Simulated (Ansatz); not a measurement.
Runs of Ansatz 0.2.0 on HfB. The structure is cubic, space group Fm-3m (No. 225). The conventional cell has a = 4.620 Å, b = 4.620 Å, c = 4.620 Å, α = 90.00°, β = 90.00°, γ = 90.00°. Around Hf (site symmetry m-3m) lie 6 B at 2.31 Å. B (site symmetry m-3m) is surrounded by 6 Hf at 2.31 Å. 

```tsv
task	level	cell	cutoff (eV)	smearing	points for each segment of the path	gap on the mesh (eV)	pressure (GPa)	relaxed volume (Å³/atom)
single point	PBE	as given	420	gaussian 0.017 eV	-	none	29.3	-
band structure	r2SCAN	as given	500	fermi-dirac 0.05 eV	14	none	28.9	-
single point	PBE	as given	420	gaussian 0.021 eV	-	none	29.3	-
single point	PBE	as given	420	gaussian 0.023 eV	-	none	29.3	-
single point	PBE	as given	420	gaussian 0.016 eV	-	none	29.3	-
relaxation of cell and atoms	RPBE	relaxed	420	fermi-dirac 0.05 eV	-	none	0.0	(a)
band structure	BLYP	as given	420	fermi-dirac 0.05 eV	14	none	36.4	-
band structure	revPBE	as given	420	fermi-dirac 0.05 eV	14	none	32.5	-
single point	PBE	as given	420	gaussian 0.012 eV	-	none	29.3	-
band structure	RPBE	as given	420	fermi-dirac 0.05 eV	14	none	33.5	-
relaxation of cell and atoms	revPBE	relaxed	420	fermi-dirac 0.05 eV	-	none	0.0	14.33
single point	PBE	as given	420	gaussian 0.015 eV	-	none	29.3	-
```

Alike in all rows: potentials or basis Ansatz PAW; no spin polarisation; k mesh 10 × 10 × 10.

Estimate the missing entries.

(a) 14.41.

Caveats: a pressure of tens of GPa on the cell as given is suspect, and the run, the potentials or the cell itself is likely at fault (some runs); the PAW data sets come from PBE, with cores solved anew for the run's functional, which leaves a small shift of forces and pressure (some runs); spin-orbit coupling is left out, which moves the levels of the heavy elements (some runs); the volume moved by over 15 % at a fixed basis, so the end points are rough (some runs); the plane-wave basis is chosen anew once the cell has moved, so the energies of steps on either side of that aren't comparable (some runs); the volume moved by +17 % from the deposited cell, more than functionals usually miss (some runs); the volume moved by +16 % from the deposited cell, more than functionals usually miss (some runs).

A k mesh can miss the band edges, and the runs leave out spin-orbit coupling on Hf.

A gap of «none» marks a metal or a gap under the smearing width.
